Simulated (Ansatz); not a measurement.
# Ca26GdO27 (Lime): the cost of one run

Program: Ansatz 0.2.0. Level of theory: DFT, PBE, plane-wave PAW, default files, scalar-relativistic, as far as a step names no other. These are calculated values, not measurements.

### Step 1. The system as given

Symmetry: Fm-3m, No. 225, cubic system. Conventional cell: a = 14.439 Å, b = 14.439 Å, c = 14.439 Å, α = 90.00°, β = 90.00°, γ = 90.00°. Gd (site symmetry m-3m) is surrounded by 6 O at 2.41 Å. Ca (site symmetry mm2) is surrounded by 6 O at 2.41 Å. Around Ca (site symmetry 3m) lie 6 O at 2.41 Å. Ca (site symmetry 4mm) is surrounded by 6 O at 2.41 Å. Around O (site symmetry 3m) lie 6 Ca at 2.41 Å. O (site symmetry 4mm) is surrounded by 5 Ca at 2.41 Å and 1 Gd at 2.41 Å. O (site symmetry mm2) has 6 Ca at 2.41 Å as nearest neighbours. O (site symmetry m-3m) has 6 Ca at 2.41 Å as nearest neighbours.

Structure file:

```cif
data_structure
_symmetry_space_group_name_H-M 'Fm-3m'
_symmetry_Int_Tables_number 225
_cell_length_a 14.4390
_cell_length_b 14.4390
_cell_length_c 14.4390
_cell_angle_alpha 90.000
_cell_angle_beta 90.000
_cell_angle_gamma 90.000
_cell_volume 3010.31
loop_
_atom_site_label
_atom_site_type_symbol
_atom_site_symmetry_multiplicity
_atom_site_Wyckoff_symbol
_atom_site_fract_x
_atom_site_fract_y
_atom_site_fract_z
_atom_site_occupancy
Gd1 Gd 4 a 0.00000 0.00000 0.00000 1
Ca1 Ca 48 h 0.16667 0.16667 0.00000 1
Ca2 Ca 32 f 0.83333 0.16667 0.66667 1
Ca3 Ca 24 e 0.50000 0.00000 0.83333 1
O1 O 32 f 0.16667 0.66667 0.66667 1
O2 O 24 e 0.50000 0.00000 0.66667 1
O3 O 48 i 0.50000 0.83333 0.83333 1
O4 O 4 b 0.50000 0.00000 0.00000 1
```

Atom 1 of the input is the impurity.

### Step 2. Single point at the given positions

Input file input.yaml:

```yaml
crystal:
  lattice:
    - [0.0, 7.2195, 7.2195]
    - [7.2195, 0.0, 7.2195]
    - [7.2195, 7.2195, 0.0]
  atoms:
    - { symbol: Gd, position: [0.0, 0.0, 0.0], spin: 7.0 }
    - { symbol: Ca, position: [0.0, 0.0, 0.3333333333] }
    - { symbol: Ca, position: [0.0, 0.0, 0.6666666667] }
    - { symbol: Ca, position: [0.0, 0.3333333333, 0.0] }
    - { symbol: Ca, position: [0.0, 0.3333333333, 0.3333333333] }
    - { symbol: Ca, position: [0.0, 0.3333333333, 0.6666666667] }
    - { symbol: Ca, position: [0.0, 0.6666666667, 0.0] }
    - { symbol: Ca, position: [0.0, 0.6666666667, 0.3333333333] }
    - { symbol: Ca, position: [0.0, 0.6666666667, 0.6666666667] }
    - { symbol: Ca, position: [0.3333333333, 0.0, 0.0] }
    - { symbol: Ca, position: [0.3333333333, 0.0, 0.3333333333] }
    - { symbol: Ca, position: [0.3333333333, 0.0, 0.6666666667] }
    - { symbol: Ca, position: [0.3333333333, 0.3333333333, 0.0] }
    - { symbol: Ca, position: [0.3333333333, 0.3333333333, 0.3333333333] }
    - { symbol: Ca, position: [0.3333333333, 0.3333333333, 0.6666666667] }
    - { symbol: Ca, position: [0.3333333333, 0.6666666667, 0.0] }
    - { symbol: Ca, position: [0.3333333333, 0.6666666667, 0.3333333333] }
    - { symbol: Ca, position: [0.3333333333, 0.6666666667, 0.6666666667] }
    - { symbol: Ca, position: [0.6666666667, 0.0, 0.0] }
    - { symbol: Ca, position: [0.6666666667, 0.0, 0.3333333333] }
    - { symbol: Ca, position: [0.6666666667, 0.0, 0.6666666667] }
    - { symbol: Ca, position: [0.6666666667, 0.3333333333, 0.0] }
    - { symbol: Ca, position: [0.6666666667, 0.3333333333, 0.3333333333] }
    - { symbol: Ca, position: [0.6666666667, 0.3333333333, 0.6666666667] }
    - { symbol: Ca, position: [0.6666666667, 0.6666666667, 0.0] }
    - { symbol: Ca, position: [0.6666666667, 0.6666666667, 0.3333333333] }
    - { symbol: Ca, position: [0.6666666667, 0.6666666667, 0.6666666667] }
    - { symbol: O, position: [0.1666666667, 0.1666666667, 0.1666666667] }
    - { symbol: O, position: [0.1666666667, 0.1666666667, 0.5] }
    - { symbol: O, position: [0.1666666667, 0.1666666667, 0.8333333333] }
    - { symbol: O, position: [0.1666666667, 0.5, 0.1666666667] }
    - { symbol: O, position: [0.1666666667, 0.5, 0.5] }
    - { symbol: O, position: [0.1666666667, 0.5, 0.8333333333] }
    - { symbol: O, position: [0.1666666667, 0.8333333333, 0.1666666667] }
    - { symbol: O, position: [0.1666666667, 0.8333333333, 0.5] }
    - { symbol: O, position: [0.1666666667, 0.8333333333, 0.8333333333] }
    - { symbol: O, position: [0.5, 0.1666666667, 0.1666666667] }
    - { symbol: O, position: [0.5, 0.1666666667, 0.5] }
    - { symbol: O, position: [0.5, 0.1666666667, 0.8333333333] }
    - { symbol: O, position: [0.5, 0.5, 0.1666666667] }
    - { symbol: O, position: [0.5, 0.5, 0.5] }
    - { symbol: O, position: [0.5, 0.5, 0.8333333333] }
    - { symbol: O, position: [0.5, 0.8333333333, 0.1666666667] }
    - { symbol: O, position: [0.5, 0.8333333333, 0.5] }
    - { symbol: O, position: [0.5, 0.8333333333, 0.8333333333] }
    - { symbol: O, position: [0.8333333333, 0.1666666667, 0.1666666667] }
    - { symbol: O, position: [0.8333333333, 0.1666666667, 0.5] }
    - { symbol: O, position: [0.8333333333, 0.1666666667, 0.8333333333] }
    - { symbol: O, position: [0.8333333333, 0.5, 0.1666666667] }
    - { symbol: O, position: [0.8333333333, 0.5, 0.5] }
    - { symbol: O, position: [0.8333333333, 0.5, 0.8333333333] }
    - { symbol: O, position: [0.8333333333, 0.8333333333, 0.1666666667] }
    - { symbol: O, position: [0.8333333333, 0.8333333333, 0.5] }
    - { symbol: O, position: [0.8333333333, 0.8333333333, 0.8333333333] }
magnetization:
  spin_polarized: true
total_charge: 1
kpoints:
  mp_grid: { grid: [2, 2, 2] }
scf:
  occupations: { method: fermi_dirac, width: 0.01 }
hamiltonian:
  xc: pbe
  pseudopotentials: { kind: paw }
output:
  forces: true
  stress: true
  populations: true
  efg:
    quadrupole_moments_barn: { Gd: 1.27, Ca: -0.0408, O: -0.02558 }
    contact_densities: true
```

On the command line:

```
$ ansatz run input.yaml --threads 4 --pin off --max-ram 8192MiB --backend cpu --events-out ev --progress --plain --runs-dir out
```

Q: Estimate wall time and peak memory on 4 threads of Intel Xeon 6975P-C (Granite Rapids), shared host.

About 32 s, with a peak of 3.7 GiB.
